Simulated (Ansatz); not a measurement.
# CH5FOSiTe: small, medium and large basis sets

The task here is to estimate one member of a computed series from the others.

Method: one geometry, several basis sets; program: Ansatz 0.2.0, Gaussian basis.

Plan: PBE0-D4/def2-SVP; ωB97M-V/def2-SVP; PBE0-D4/def2-QZVPP; ωB97M-V/def2-QZVPP; the functionals' def2-TZVPP values are taken from earlier runs.

**The geometry**

The geometry comes from an earlier relaxation with PBE0-D4 in a triple-zeta def2 set; it is a stationary point, not always the lowest conformer. Te takes the def2 core potential; no spin-orbit term is included.

10 atoms, charge 0, spin multiplicity 1.

Atoms are counted from 1 here; the program's logs count them from 0.

Bond lengths: O1–C2 1.383 Å, O1–H6 0.962 Å, C2–Te3 2.198 Å, C2–H7 1.093 Å, C2–H8 1.088 Å, Te3–Si4 2.461 Å, Si4–F5 1.602 Å, Si4–H9 1.481 Å, Si4–H10 1.486 Å. Angles: C2–O1–H6 109.2°, O1–C2–Te3 113.7°, O1–C2–H7 113.9°, O1–C2–H8 107.9°, Te3–C2–H7 106.0°, Te3–C2–H8 105.3°, H7–C2–H8 109.7°, C2–Te3–Si4 93.7°, Te3–Si4–F5 113.3°, Te3–Si4–H9 109.5°, Te3–Si4–H10 108.4°, F5–Si4–H9 107.3°, F5–Si4–H10 106.3°, H9–Si4–H10 112.1°.

Coordinates:

```xyz
10
charge 0, multiplicity 1
O    -2.4062    0.0743    0.1556
C    -1.2453    0.4903    0.7810
Te    0.1421    1.5566   -0.5496
Si    1.7254   -0.3240   -0.6699
F     2.8107   -0.3135    0.5085
H    -2.1859   -0.5675   -0.5258
H    -0.6675   -0.3228    1.2282
H    -1.5180    1.2118    1.5477
H     2.4660   -0.2664   -1.9507
H     0.9617   -1.5898   -0.5219
```

The first run:

Contents of in.yaml:

```yaml
crystal:
  periodic: [false, false, false]
  atoms:
    - {symbol: O, position_ang: [-2.406233, 0.074300, 0.155556]}
    - {symbol: C, position_ang: [-1.245257, 0.490315, 0.781014]}
    - {symbol: Te, position_ang: [0.142099, 1.556565, -0.549644]}
    - {symbol: Si, position_ang: [1.725366, -0.323991, -0.669873]}
    - {symbol: F, position_ang: [2.810726, -0.313468, 0.508537]}
    - {symbol: H, position_ang: [-2.185876, -0.567544, -0.525775]}
    - {symbol: H, position_ang: [-0.667528, -0.322814, 1.228182]}
    - {symbol: H, position_ang: [-1.518016, 1.211804, 1.547690]}
    - {symbol: H, position_ang: [2.466030, -0.266405, -1.950743]}
    - {symbol: H, position_ang: [0.961689, -1.589762, -0.521942]}
basis:
  gaussian: {orbitals: def2-SVP}
hamiltonian: {xc: pbe0, dispersion: d4}
output: {orbitals: {seedname: orbitals}}
```

The run is started by

```bash
ansatz run in.yaml --threads 4 --pin off --events-out ev --progress --plain --max-ram 10444MiB
```

Among the steps run: PBE0-D4 in def2-SVP; ωB97M-V in def2-SVP; PBE0-D4 in def2-QZVPP; ωB97M-V in def2-QZVPP.

One table of the session follows, with a row left open; its other results are not shown here.

It belongs to the step «Functionals by basis». 

| functional | basis | HOMO (eV) |
| --- | --- | --- |
| PBE0-D4 | def2-SVP | ? |
| PBE0-D4 | def2-TZVPP | -6.70 |
| PBE0-D4 | def2-QZVPP | -6.73 |
| ωB97M-V | def2-SVP | -8.67 |
| ωB97M-V | def2-TZVPP | -8.78 |
| ωB97M-V | def2-QZVPP | -8.81 |

Estimate the missing values for PBE0-D4, def2-SVP.

**Answer.** HOMO (eV): -6.61. In the column «HOMO (eV)» it is the highest.
